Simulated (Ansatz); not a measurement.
What does this script print? It uses Ansatz's Python interface.

`li.cif`
```cif
data_Li
_cell_length_a 3.111000
_cell_length_b 3.111000
_cell_length_c 5.093000
_cell_angle_alpha 90.00000
_cell_angle_beta 90.00000
_cell_angle_gamma 120.00000
_symmetry_space_group_name_H-M 'P 1'
_symmetry_Int_Tables_number 1
loop_
_symmetry_equiv_pos_as_xyz
'x, y, z'
loop_
_atom_site_label
_atom_site_type_symbol
_atom_site_fract_x
_atom_site_fract_y
_atom_site_fract_z
Li1 Li    0.333333    0.666667    0.250000
Li2 Li    0.666667    0.333333    0.750000
```

The script, `paw_lapw_li.py`:
```python
"""PAW against all-electron LAPW for Li."""

from dataclasses import dataclass
import logging
import sys

import ansatz as az
from ase.io import read
import numpy as np

logging.basicConfig(stream=sys.stdout, format="%(levelname)s:%(name)s:%(message)s")
log = logging.getLogger("li")
log.setLevel(logging.INFO)


@dataclass
class RunConfig:
    kmesh: tuple[int, ...] = (5, 5, 3)
    xc: str = "LDA"
    beta: float = 0.7
    occupations: str = "fermi_dirac"
    sigma: float = 0.15


cfg = RunConfig()


def count_gap(report):
    # lowest empty less highest filled band, counting bands; zero where they overlap
    return max(report.get("gap_by_band_count_ev") or 0.0, 0.0)


def main() -> None:
    atoms = read("li.cif")
    structure = az.Crystal.from_ase(atoms)

    calc = (
        structure.calculation()
        .kpoints(*cfg.kmesh, center="gamma")
        .functional(cfg.xc)
        .mixing("broyden", beta=cfg.beta)
        .occupations(cfg.occupations, width=cfg.sigma)
        .stress()
        .forces()
        .band_table()
    )
    variants = {
        "PAW": calc.pseudopotentials("paw"),
        "LAPW": calc.pseudopotentials("all_electron", lapw=True),
    }
    # totals differ by the cores that each treatment holds, so compare what does not depend on them
    rows = []
    for label, variant in variants.items():
        report = variant.run(threads=1, backend="cpu").report
        levels = np.array(report["eigenvalues_ev"][0]) - report["fermi_energy_ev"]
        print(label, "levels at the first k-point near E_F:", np.round(levels[np.abs(levels) < 5], 3))
        rows.append((label, report["n_electrons"], np.trace(report["stress_gpa"]) / 3, count_gap(report)))
    log.info("     treatment  electrons in bands           P GPa  gap by band count eV")
    for row in rows:
        log.info(f"{str(row[0]):>14s}  {row[1]:18.1f}  {row[2]:14.3f}  {row[3]:20.3f}")


if __name__ == "__main__":
    main()
```

`python paw_lapw_li.py` gives:
```text
DeckWarning: the atoms were moved onto the symmetric positions of the space group found under crystal.symmetry.tolerance 1.0e-5 (fractional; no operation is sought that the atoms, as they stand in a [...]
DeckWarning: basis.ecutwfc = 420 eV, auto-derived from the records' recommended cutoffs: set by Li (normal level)
PAW levels at the first k-point near E_F: [-3.584 -0.159  2.618]
LAPW levels at the first k-point near E_F: [-3.585 -0.158  2.616]
INFO:li:     treatment  electrons in bands           P GPa  gap by band count eV
INFO:li:           PAW                 6.0          -1.532                 0.000
INFO:li:          LAPW                 6.0          -1.525                 0.000
```
(Warnings from the package without file and line, shortened.)

PAW gives -1.532 GPa and LAPW -1.525 GPa, 0.006 GPa apart. They took 0.3 and 0.4 s of processor time.

The settings weren't tested for convergence. The computed bands are complete only to about 5.8 eV above the Fermi level. The mesh is modest for a metal, so energies can be off by several to tens of meV an atom and pressures by half a GPa or more; differences at equal mesh fare better. The smearing is wide enough that free energy and stress hold a thermal part of the electrons. A gap by band count of zero or less means overlapping bands, a metal. This isn't the structure that Li takes at ambient conditions. Gaps and levels are Kohn-Sham values on a finite set of k-points. Pressure is positive in compression; the treatments may keep other shells as core, so totals and counts of electrons can differ. Finished in 1.5 s on 1 thread of Intel(R) Xeon(R) 6975P-C (Granite Rapids), on a shared host, peak memory 0.4 GiB.

(A comment or docstring line of the script was reworded after the run, the code is as it ran; lines on the test bed's own set-up are left out of the output.)
